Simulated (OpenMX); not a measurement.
NbTe:

```
Te Nb
1.0
     3.70297    0.00000    0.00000
    -1.85149    3.20687    0.00000
     0.00000    0.00000    3.69421
Te Nb
1 1
Cartesian
  1.8515 1.0690 0.0000
  0.0000 0.0000 1.8471
```

The cell comes from a database or a generator and needn't be the stable form of this composition.

```yaml
Program: OpenMX 3.8.5
Task: single point
Functional: PBE
Potentials_or_basis: OpenMX 2013 PBE set, Te7.0-s3p2d2f1, Nb7.0-s3p2d2, grid cutoff 500 Ry
k_mesh: 9 × 9 × 7
Occupations: fermi-dirac, width 0.05 eV
Spin: no spin polarisation
```

On this cell: pressure 2.5 GPa; largest force 0.006 eV/Å; band gap on the k mesh none (metal or under the smearing width).

The same run follows on a disturbed copy (atoms moved at random, drawn with an rms of 0.05 Å):

```
Te Nb
1.0
     3.70297    0.00000    0.00000
    -1.85149    3.20687    0.00000
     0.00000    0.00000    3.69421
Te Nb
1 1
Direct
  0.66536 0.32952 0.99436
  0.00067 0.99729 0.50685
```

Q: What changes?

A: The energy (extrapolated to zero smearing) moves by +5.9 meV/atom; pressure 2.7 GPa; largest force 0.515 eV/Å; band gap on the k mesh none (metal or under the smearing width).

Forces on the atoms (eV/Å):
```
Te   0.042  0.030  0.513
Nb  -0.048 -0.033 -0.511
```

Caveats: the basis of atomic orbitals isn't converged, which shifts pressures, moduli and gaps.
